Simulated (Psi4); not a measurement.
# CH3FSSi (SMILES FC1[SiH2]S1): PBE0/def2-SVP (density fitting, sweep point 1)

Aim: a single-point energy of CH3FSSi. 

The calculation is run with Psi4 1.11.

3 further runs of the same task are left out: 3 set aside as unsound or not needed.

### 1 The system as given

CH3FSSi has 7 atoms, charge 0, and is taken as a singlet. SMILES: `FC1[SiH2]S1`. The coordinates come from a PBE0-D4/def2-TZVP relaxation.

Bond lengths: F1–C2 1.366 Å, C2–Si3 1.856 Å, C2–S4 1.839 Å, Si3–S4 2.095 Å, C2–H5 1.087 Å, Si3–H6 1.477 Å, Si3–H7 1.480 Å. Some angles: F1–C2–Si3 119.7°, F1–C2–S4 114.8°, Si3–C2–S4 69.1°, C2–Si3–S4 55.1°, C2–S4–Si3 55.8°, F1–C2–H5 109.9°, Si3–C2–H5 123.7°, S4–C2–H5 112.9°, C2–Si3–H6 117.5°, C2–Si3–H7 120.9°.

### 2 A single-point energy at PBE0/def2-SVP (density fitting, sweep point 1)

ch3fssi.dat

```
memory 1600 mb

molecule {
  0 1
  F     -1.909000     0.103100     0.435700
  C     -0.813100     0.144100    -0.378100
  Si     0.883100    -0.025600     0.355100
  S     -0.085400    -1.497300    -0.777900
  H     -1.031700     0.735800    -1.262900
  H      0.977500    -0.211900     1.817300
  H      2.039800     0.683800    -0.235000
  symmetry c1
}

set globals {
  basis def2-SVP
  reference rks
  scf_type df
  guess sad
}

e_tot, wfn = energy("pbe0", return_wfn=True)
print_variables()
```

Command:

```sh
psi4 -i ch3fssi.dat -o ch3fssi.out -n 1
```

ch3fssi.out:

```text
[...]
  Running in c1 symmetry.
[...]
  Nuclear repulsion =  213.440671552332788
[...]
  Multiplicity = 1
[...]
  Nalpha       = 24
  Nbeta        = 24
[...]
    Number of basis functions: 79
[...]
   @DF-RKS iter   1:  -826.61671859741614   -7.68307e-02   4.66087e-03 ADIIS/DIIS
[...]
   @DF-RKS iter   9:  -826.68864031080079   -4.51507e-09   1.96015e-07 DIIS
[...]
    Orbital Energies [Eh]
    ---------------------
    Doubly Occupied:
       1A    -89.005618     2A    -66.272841     3A    -24.770583
       4A    -10.339841     5A     -8.008886     6A     -5.949836
       7A     -5.947382     8A     -5.942014     9A     -5.367708
      10A     -3.706176    11A     -3.704286    12A     -3.703138
      13A     -1.222195    14A     -0.826547    15A     -0.639836
      16A     -0.560370    17A     -0.531956    18A     -0.481787
      19A     -0.465834    20A     -0.394200    21A     -0.390600
      22A     -0.335853    23A     -0.290418    24A     -0.274171
[...]
  @DF-RKS Final Energy:  -826.68864031080079
   => Energetics <=
    Nuclear Repulsion Energy =            213.4406715523327875
    One-Electron Energy =               -1568.0994174997749724
    Two-Electron Energy =                 575.7743068969608657
    DFT Exchange-Correlation Energy =     -47.8042012603194166
    Empirical Dispersion Energy =           0.0000000000000000
    VV10 Nonlocal Energy =                  0.0000000000000000
    Total Energy =                       -826.6886403108007926
[...]
 Multipole Moments:
 ------------------------------------------------------------------------------------
     Multipole            Electronic (a.u.)      Nuclear  (a.u.)        Total (a.u.)
 ------------------------------------------------------------------------------------
 L = 1.  Multiply by 2.5417464519 to convert [e a0] to [Debye]
 Dipole X            :         -3.4560172            4.1291370            0.6731198
 Dipole Y            :         -1.3359493            1.8860940            0.5501446
 Dipole Z            :         -0.1097661            0.0974825           -0.0122835
 Magnitude           :                                                    0.8694253
[...]
```

It took 4.5 s on 1 thread of Intel Xeon Platinum 8488C (Sapphire Rapids), shared host; peak memory 0.51 GiB.

### 3 Results

Level: PBE0/def2-SVP (density fitting, sweep point 1).

| quantity | value |
| --- | --- |
| total energy | -826.68864 Eh |
| dipole moment | 2.21 D |
| HOMO energy | -7.46 eV |
| LUMO energy | -0.44 eV |
| HOMO–LUMO gap | 7.02 eV |
